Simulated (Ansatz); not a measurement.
# Ca3Mg: the cost of one run

All numbers are computed with Ansatz 0.2.0 through its Python package. Level of theory: DFT PBEsol, plane waves, PAW.

## Step 1: The structure

Ca3Mg Fm-3m: The structure is cubic, space group Fm-3m (No. 225). Conventional cell: a = 8.320 Å, b = 8.320 Å, c = 8.320 Å, α = 90.00°, β = 90.00°, γ = 90.00°. Around Ca (site symmetry m-3m) lie 8 Ca at 3.60 Å. Ca (site symmetry -43m) has 4 Ca at 3.60 Å and 4 Mg at 3.60 Å as nearest neighbours. Around Mg (site symmetry m-3m) lie 8 Ca at 3.60 Å.

Ca Fm-3m: The structure is cubic, space group Fm-3m (No. 225). Conventional cell: a = 5.588 Å, b = 5.588 Å, c = 5.588 Å, α = 90.00°, β = 90.00°, γ = 90.00°. Around Ca (site symmetry m-3m) lie 12 Ca at 3.95 Å.

Mg P6_3/mmc: It takes space group P6_3/mmc (No. 194, hexagonal). Conventional cell: a = 3.209 Å, b = 3.209 Å, c = 5.210 Å, α = 90.00°, β = 90.00°, γ = 120.00°. Mg (site symmetry -6m2) is surrounded by 12 Mg at 3.20 to 3.21 Å.

The script reads ca3mg_ca3mg.cif:

```cif
data_Ca3Mg
_cell_length_a 5.883022
_cell_length_b 5.883022
_cell_length_c 5.883022
_cell_angle_alpha 60.00000
_cell_angle_beta 60.00000
_cell_angle_gamma 60.00000
_symmetry_space_group_name_H-M 'P 1'
_symmetry_Int_Tables_number 1
loop_
_symmetry_equiv_pos_as_xyz
'x, y, z'
loop_
_atom_site_label
_atom_site_type_symbol
_atom_site_fract_x
_atom_site_fract_y
_atom_site_fract_z
Ca1 Ca    0.500000    0.500000    0.500000
Ca2 Ca    0.250000    0.250000    0.250000
Ca3 Ca    0.750000    0.750000    0.750000
Mg4 Mg    0.000000    0.000000    0.000000
```

ca3mg_ca.extxyz, read by the script:

```xyz
1
Lattice="0.0 2.7942 2.7942 2.7942 0.0 2.7942 2.7942 2.7942 0.0" Properties=species:S:1:pos:R:3 pbc="T T T"
Ca    0.00000000    0.00000000    0.00000000
```

ca3mg_mg.extxyz, read by the script:

```xyz
2
Lattice="3.2093 0.0 0.0 -1.60465 2.77933533 0.0 0.0 0.0 5.2103" Properties=species:S:1:pos:R:3 pbc="T T T"
Mg   -0.00000000    1.85289022    1.30257500
Mg    1.60465000    0.92644511    3.90772500
```

## Step 2: Script

Input file ca3mg.py:

```python
"""Formation energy of Ca3Mg from the elements, after relaxing cells and atoms."""

from collections import Counter
import warnings

import ansatz
from ase.io import read
import numpy as np


def compute(name, crystal):
    calc = crystal.calculation()
    calc = calc.basis(550)
    calc = calc.functional("pbesol")
    calc = calc.kpoints(spacing=0.33)
    calc = calc.occupations("gaussian", width=0.05)
    calc = calc.stress()
    calc = calc.relax(force_tolerance=0.01, cell=True)
    return calc.run(threads=1)


def counts(outcome):
    return Counter(site.symbol for site in outcome.lattice.sites)

def formation_energy(outcome, mu):
    n = counts(outcome)
    return (outcome.report["energy_sigma0_ev"] - sum(k * mu[element] for element, k in n.items())) / sum(n.values())


def volume_per_atom(outcome):
    return abs(np.linalg.det(outcome.lattice.cell_ang)) / len(outcome.lattice.sites)

warnings.simplefilter("ignore")

phases = {}
atoms = read("ca3mg_ca3mg.cif")
ca3mg = ansatz.Crystal.from_ase(atoms)
phases["Ca3Mg"] = ca3mg
ca = ansatz.Crystal.from_extxyz("ca3mg_ca.extxyz")
phases["Ca"] = ca
mg = ansatz.Crystal.from_extxyz("ca3mg_mg.extxyz")
phases["Mg"] = mg

done = {}
for name, crystal in phases.items():
    done[name] = compute(name, crystal)
    print(f"{name}: {done[name].report['energy_sigma0_ev']:.4f} eV, {len(done[name].lattice.sites)} atoms")

# chemical potentials of the elements at zero temperature
references = {"Ca": "Ca", "Mg": "Mg"}
mu = {element: done[name].report["energy_sigma0_ev"] / len(done[name].lattice.sites) for element, name in references.items()}

target = done["Ca3Mg"]
heat = formation_energy(target, mu)
rows = [(name, len(o.lattice.sites), volume_per_atom(o), formation_energy(o, mu)) for name, o in done.items()]
print("| phase | atoms | V (A^3/atom) | E_form (eV/atom) |")
print("| --- | --- | --- | --- |")
for row in rows:
    print(f"| {row[0]} | {row[1]:d} | {row[2]:.3f} | {row[3]:.4f} |")
```

## Step 3: Running it

Started as:

```
> python ca3mg.py
```

**Question.** How long does this script take on 1 thread of Arm Neoverse V1, shared host, and how much memory does it need?

About 16 s, with a peak of 0.51 GiB.
